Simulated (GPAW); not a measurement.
# SiHSF2 (SMILES F[SiH](F)[S]): URPBE/real-space grid (scalar-relativistic datasets)

We compute the charge distribution of SiHSF2. The job is set up through an ASE script.

The results are computed with GPAW 26.7.0.

3 further runs of the same task are left out: 3 that didn't finish.

### 1 The system as given

The species is SiHSF2 (5 atoms), meant as a doublet with charge 0. As SMILES, `F[SiH](F)[S]`. The shape is that of a PBE0-D4/def2-TZVP optimisation.

Bond lengths: F1–Si2 1.583 Å, Si2–F3 1.583 Å, Si2–S4 2.103 Å, Si2–H5 1.474 Å. Angles: F1–Si2–F3 105.5°, F1–Si2–S4 111.8°, F3–Si2–S4 111.9°, F1–Si2–H5 110.0°, F3–Si2–H5 110.0°, S4–Si2–H5 107.6°.

### 2 The charge distribution at URPBE/real-space grid (scalar-relativistic datasets)

Contents of run.xyz:

```xyz
5

F     -0.294700    -0.440200     1.515400
Si     0.087400     0.010000     0.046800
F      0.080600     1.592500     0.075600
S     -1.256200    -0.752800    -1.380300
H      1.432800    -0.483300    -0.298900
```

Contents of run.py:

```python
import numpy as np
from ase.io import read
from ase.units import Debye
from gpaw import GPAW

# Set up the molecule
system = read('run.xyz')
system.center(vacuum=4.5)
system.set_initial_magnetic_moments([0.25, 0.25, 0.25, 0.25, 0.0])

# Calculator
calc = GPAW(mode='fd',
            h=0.18,
            occupations={'name': 'fermi-dirac', 'width': 0.01, 'fixmagmom': True},
            xc='RPBE',
            maxiter=100,
            symmetry='off',
            txt='run.txt')
system.calc = calc

energy = system.get_potential_energy()
print(f'Energy: {energy:.5f} eV')
forces = system.get_forces()
print('Forces (eV/Ang)')
for symbol, f in zip(system.symbols, forces):
    print(f'{symbol:2} {f[0]:9.4f} {f[1]:9.4f} {f[2]:9.4f}')
dipole = system.get_dipole_moment() / Debye
print(f'Dipole                  {np.linalg.norm(dipole):.3f} D')
print('Moments:', system.get_magnetic_moments().round(3))
```

Launch:

```bash
$ python3 -u run.py | tee run.out
```

**Question.** What will come out? Wanted: energy as printed; dipole moment; HOMO energy; LUMO energy; largest force on an atom.

Computed results:

Level: URPBE/real-space grid (scalar-relativistic datasets).

| quantity | value |
| --- | --- |
| energy as printed (from the program's reference atoms) | -22.5700 eV |
| dipole moment | 1.06 D |
| HOMO energy (highest over α and β) | -6.90 eV |
| LUMO energy (lowest over α and β) | -6.35 eV |
| largest force on an atom | 1.507 eV/Å |

What this shows: The largest force is 1.51 eV/Å: the shape isn't a stationary point for this species at this level.
